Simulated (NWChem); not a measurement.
**wB97X/MINI run of C3H6 (SMILES C1CC1)**

What is the electronic atomisation energy of C3H6 at wB97X/MINI? 

The results are computed with NWChem 7.3.0.

3 further runs of the same task are left out: 1 that didn't finish, 2 set aside as unsound or not needed.

### 1 Starting point

C3H6: 9 atoms, total charge 0, spin state singlet. SMILES: `C1CC1`. Geometry: relaxed at PBE0-D4/def2-TZVP.

Bond lengths: C1–C2 1.497 Å, C1–C3 1.497 Å, C2–C3 1.497 Å, C1–H4 1.083 Å, C1–H5 1.083 Å, C2–H6 1.083 Å, C2–H7 1.083 Å, C3–H8 1.083 Å, C3–H9 1.083 Å. Some angles: C1–C2–C3 60.0°, C2–C1–C3 60.0°, C1–C3–C2 60.0°, C1–C2–H6 118.0°, C1–C2–H7 118.0°, C3–C2–H6 118.0°, C3–C2–H7 118.0°, C2–C1–H4 118.0°, C2–C1–H5 118.0°, C3–C1–H4 118.0°.

### 2 A single-point energy at wB97X/MINI

run.nw reads:

```
start run
title "C3H6"
memory 2200 mb

geometry units angstrom noautosym nocenter noautoz
   C       -0.517900       0.019300      -0.686000
   C        0.732100       0.469600       0.003900
   C       -0.184700      -0.504300       0.676400
   H       -1.333400       0.726200      -0.773800
   H       -0.419800      -0.654400      -1.528000
   H        0.766100       1.482700       0.384900
   H        1.679800       0.102000      -0.369100
   H        0.140000      -1.533900       0.760300
   H       -0.773700      -0.153400       1.514500
end

basis spherical bse
   * library MINI
end

dft
   xc wb97x
   mult 1
   grid fine
   convergence energy 1e-08
   maxiter 100
   mulliken
   noprint "final vectors analysis"
end

task dft energy
```

Command:

```
$ nwchem run.nw > run.out
```

Output:

```text
[...]
          Wavefunction type:  closed shell.
          No. of atoms     :     9
          No. of electrons :    24
[...]
          Charge           :     0
          Spin multiplicity:     1
[...]
          AO basis - number of functions:    21
[...]
              XC Information
              --------------
                       wb97x  Method XC Functional
                     Hartree-Fock (Exact) Exchange  1.000
                         wb97x Exchange Functional  1.000
                      wb97x Correlation Functional  1.000
[...]
 d= 0,ls=0.0,diis     1   -116.8209508062 -1.93D+02  2.34D-02  1.30D-01     1.4
[...]
 d= 0,ls=0.0,diis     6   -116.8409214800 -3.54D-09  7.03D-07  2.71D-11     6.4
         Total DFT energy =     -116.840921480007
      One electron energy =     -303.271334392405
           Coulomb energy =      128.305721084630
    Exchange-Corr. energy =      -17.949222685913
 Nuclear repulsion energy =       76.073914513681
[...]
      Total Density - Mulliken Population Analysis
     ---------------------------------------------
    Atom       Charge   Shell Charges
 -----------   ------   -------------------------------------------------------
    1 C    6     6.51   1.99  1.23  3.29
    2 C    6     6.51   1.99  1.23  3.29
    3 C    6     6.51   1.99  1.23  3.29
    4 H    1     0.74   0.74
    5 H    1     0.74   0.74
    6 H    1     0.74   0.74
    7 H    1     0.74   0.74
    8 H    1     0.74   0.74
    9 H    1     0.74   0.74
[...]
```

It took 7.2 s on 1 thread of Intel Xeon Platinum 8259CL at 2.50GHz (Skylake/Cascade Lake), shared host; peak memory 0.11 GiB.

### 3 The C atom at the same level

c.nw reads:

```
start c
title "C"
memory stack 880 mb heap 220 mb global 1100 mb
charge 0

geometry units angstrom noautosym nocenter noautoz
  C     0.000000    0.000000    0.000000
end

basis spherical bse
  * library MINI
end

dft
  xc wb97x
  mult 3
  grid fine
  convergence energy 1e-08
  iterations 100
  mulliken
  noprint "final vectors analysis"
end

task dft energy
```

Command:

```
$ nwchem c.nw > c.out
```

Output:

```text
[...]
          Wavefunction type:  spin polarized.
          No. of atoms     :     1
          No. of electrons :     6
[...]
          Charge           :     0
          Spin multiplicity:     3
[...]
          AO basis - number of functions:     5
[...]
              XC Information
              --------------
                       wb97x  Method XC Functional
                     Hartree-Fock (Exact) Exchange  1.000
                         wb97x Exchange Functional  1.000
                      wb97x Correlation Functional  1.000
[...]
 d= 0,ls=0.0,diis     1    -37.5982751997 -3.76D+01  2.11D-16  3.38D-31     0.2
[...]
  Singularity in Pulay matrix. Error and Fock matrices removed.
 d= 0,ls=0.0,diis     2    -37.5982751997  1.42D-14  1.56D-16  9.84D-31     0.3
[...]
         Total DFT energy =      -37.598275199667
      One electron energy =      -50.206539072109
           Coulomb energy =       17.820602957503
    Exchange-Corr. energy =       -5.212339085061
 Nuclear repulsion energy =        0.000000000000
[...]
      Total Density - Mulliken Population Analysis
     ---------------------------------------------
    Atom       Charge   Shell Charges
 -----------   ------   -------------------------------------------------------
    1 C    6     6.00   2.00  2.00  2.00
     --------------------------------------------
      Spin Density - Mulliken Population Analysis
     --------------------------------------------
    Atom       Charge   Shell Charges
 -----------   ------   -------------------------------------------------------
    1 C    6     2.00  -0.00 -0.00  2.00
[...]
      <S2> =      2.0000 (Exact =     2.0000)
[...]
```

It took 0.91 s on 1 thread of Intel Xeon Platinum 8259CL at 2.50GHz (Skylake/Cascade Lake), shared host; peak memory 0.1 GiB.

### 4 The H atom

sp.nw reads:

```
start sp
title "H wB97X"
memory stack 880 mb heap 220 mb global 1100 mb
geometry noautosym nocenter noautoz
  H        0.000000       0.000000       0.000000
end
basis spherical bse
  * library MINI
end
dft
  xc wb97x
  mult 2
  grid fine
  convergence energy 1e-08
  iterations 100
  mulliken
  print low
end
task dft
```

Run the same way, it converges to -0.49800 Eh (log not shown).

### 5 Results

At wB97X/MINI:

| quantity | value |
| --- | --- |
| molecule: total energy | -116.84092 Eh |
| molecule: dipole moment | 0.00 D |
| C atom: total energy | -37.59828 Eh |
| C atom: ⟨S²⟩ | 2.000 |
| H atom: total energy | -0.49800 Eh |
| H atom: ⟨S²⟩ | 0.750 |
| electronic atomisation energy | 28.792 eV |

**Reading.** Taking the molecule apart into free atoms costs 28.79 eV (2778 kJ/mol), before zero-point energy and without spin-orbit coupling. In a minimal basis such a difference can be off by several eV, whatever the method.
